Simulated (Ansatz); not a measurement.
Geometry optimisation, DFT PBE, scalar-relativistic, plane waves, PAW in Ansatz 0.2.0.

Input file:

```yaml
crystal:
  lattice:
    - [6.163143, 0.0, 0.0]
    - [3.081571, 5.337438, 0.0]
    - [0.0, 0.0, 17.290231]
  atoms:
    - { symbol: Ta, position: [0.33333335, 0.83333336, 0.13059665] }
    - { symbol: "N", position: [0.0, 0.0, 0.05783613] }
    - { symbol: Ta, position: [0.33333333, 0.33333334, 0.13059665] }
    - { symbol: "N", position: [2.0e-08, 0.50000001, 0.05783613] }
    - { symbol: Ta, position: [0.83333333, 0.83333336, 0.13059665] }
    - { symbol: "N", position: [0.49999998, 0.0, 0.05783613] }
    - { symbol: Ta, position: [0.83333331, 0.33333334, 0.13059665] }
    - { symbol: "N", position: [0.5, 0.50000001, 0.05783613] }
    - { symbol: Ta, position: [2.0e-08, 0.50000001, 0.27611769] }
    - { symbol: "N", position: [0.66666666, 0.66666669, 0.20335717] }
    - { symbol: Ta, position: [0.0, 0.0, 0.27611769] }
    - { symbol: "N", position: [0.66666664, 0.16666667, 0.20335717] }
    - { symbol: Ta, position: [0.5, 0.50000001, 0.27611769] }
    - { symbol: "N", position: [0.16666669, 0.66666669, 0.20335717] }
    - { symbol: Ta, position: [0.49999998, 0.0, 0.27611769] }
    - { symbol: "N", position: [0.16666667, 0.16666667, 0.20335717] }
    - { symbol: Ta, position: [0.66666664, 0.16666667, 0.42163874] }
    - { symbol: "N", position: [0.33333333, 0.33333334, 0.34887822] }
    - { symbol: Ta, position: [0.66666666, 0.66666669, 0.42163874] }
    - { symbol: "N", position: [0.33333335, 0.83333336, 0.34887822] }
    - { symbol: Ta, position: [0.16666667, 0.16666667, 0.42163874] }
    - { symbol: "N", position: [0.83333331, 0.33333334, 0.34887822] }
    - { symbol: Ta, position: [0.16666669, 0.66666669, 0.42163874] }
    - { symbol: "N", position: [0.83333333, 0.83333336, 0.34887822] }
    - { symbol: "N", position: [0.77777775, 0.11111111, 0.55986708], spin: 1.0 }
    - { symbol: H, position: [1.11111107, 0.27777779, 0.53557591] }
    - { symbol: H, position: [0.64636865, 0.23924795, 0.60613598] }
magnetization:
  spin_polarized: true
basis:
  ecutwfc: 420.0
kpoints:
  mp_grid: { grid: [2, 2, 1] }
hamiltonian:
  xc: pbe
  pseudopotentials: { kind: paw, azcp: { folder: soft_1 } }
scf:
  occupations: { method: gaussian, width: 0.05 }
  lower_state_search: "off"
relax:
  f_tol: 0.03
  max_steps: 60
  adjacent_minimum: "off"
  constraints: [{ sites: [0, 1, 2, 3, 4, 5, 6, 7] }]
```

Command:

```bash
$ ansatz run input.yaml --threads 4 --pin off --max-ram 10240MiB --backend cpu --events-out ev --progress --plain --runs-dir out
```

Question: Where does it end, and by what steps?

Answer: The run converged. Limits of this set-up: coarse k mesh, thin slab, slab without dipole correction, a typed lattice constant that wasn't relaxed here. After 22 steps the energy has fallen by 7.054 eV; H27 moved furthest, 2.05 Å. Joined: Ta19–H26 (3.25 → 2.10 Å), Ta21–N25 (3.52 → 2.17 Å), Ta23–N25 (3.52 → 2.16 Å), Ta23–H26 (3.25 → 2.07 Å).

| step | energy less start (eV) | largest force component (eV/Å) | accepted |
| --- | --- | --- | --- |
| 0 | 0.0000 | 4.626 | yes |
| 1 | -2.3485 | 4.327 | yes |
| 2 | -3.1238 | 6.689 | yes |
| 3 | -3.7729 | 0.857 | yes |
| 4 | -4.1485 | 0.756 | yes |
| 5 | -4.2584 | 1.030 | yes |
| 6 | -4.4365 | 0.364 | yes |
| 7 | -4.5521 | 0.371 | yes |
| 8 | -4.6989 | 0.578 | yes |
| 9 | -4.8947 | 0.762 | yes |
| 10 | -5.1483 | 0.934 | yes |
| 11 | -5.4723 | 1.037 | yes |
| 12 | -5.8701 | 1.011 | yes |
| 13 | -6.2442 | 0.841 | yes |
| 14 | -6.5926 | 0.618 | yes |
| 15 | -6.7419 | 0.388 | yes |
| 16 | -6.8374 | 0.243 | yes |
| 17 | -6.9291 | 0.277 | yes |
| 18 | -7.0151 | 0.214 | yes |
| 19 | -7.0477 | 0.137 | yes |
| 20 | -6.4963 | 1.725 | no |
| 21 | -7.0531 | 0.049 | yes |
| 22 | -7.0545 | 0.027 | yes |

```xyz
27
Lattice="6.1631 0.0000 0.0000 3.0816 5.3374 0.0000 0.0000 0.0000 17.2902" Properties=species:S:1:pos:R:3
Ta 4.622 4.448 2.258
N 0.000 0.000 1.000
Ta 3.082 1.779 2.258
N 1.541 2.669 1.000
Ta 7.704 4.448 2.258
N 3.082 0.000 1.000
Ta 6.163 1.779 2.258
N 4.622 2.669 1.000
Ta 1.428 2.741 4.900
N 6.106 3.570 3.557
Ta -0.092 0.031 4.851
N 4.609 0.906 3.502
Ta 4.699 2.526 4.943
N 3.110 3.514 3.684
Ta 3.241 -0.033 4.905
N 1.574 0.883 3.679
Ta 4.697 0.872 7.475
N 3.060 1.757 6.143
Ta 6.191 3.526 7.286
N 4.628 4.464 6.088
Ta 1.650 0.755 7.570
N 6.325 1.604 6.283
Ta 3.260 3.491 7.518
N 7.895 4.415 6.305
N 6.179 -0.070 8.739
H 7.745 2.657 8.396
H 6.111 -0.048 9.760
```

Whether the end is a true minimum wasn't checked by a vibrational analysis.

The run took 4.1 min on 4 threads of Arm Neoverse V2, with other jobs on the host, peak memory 1.9 GiB.
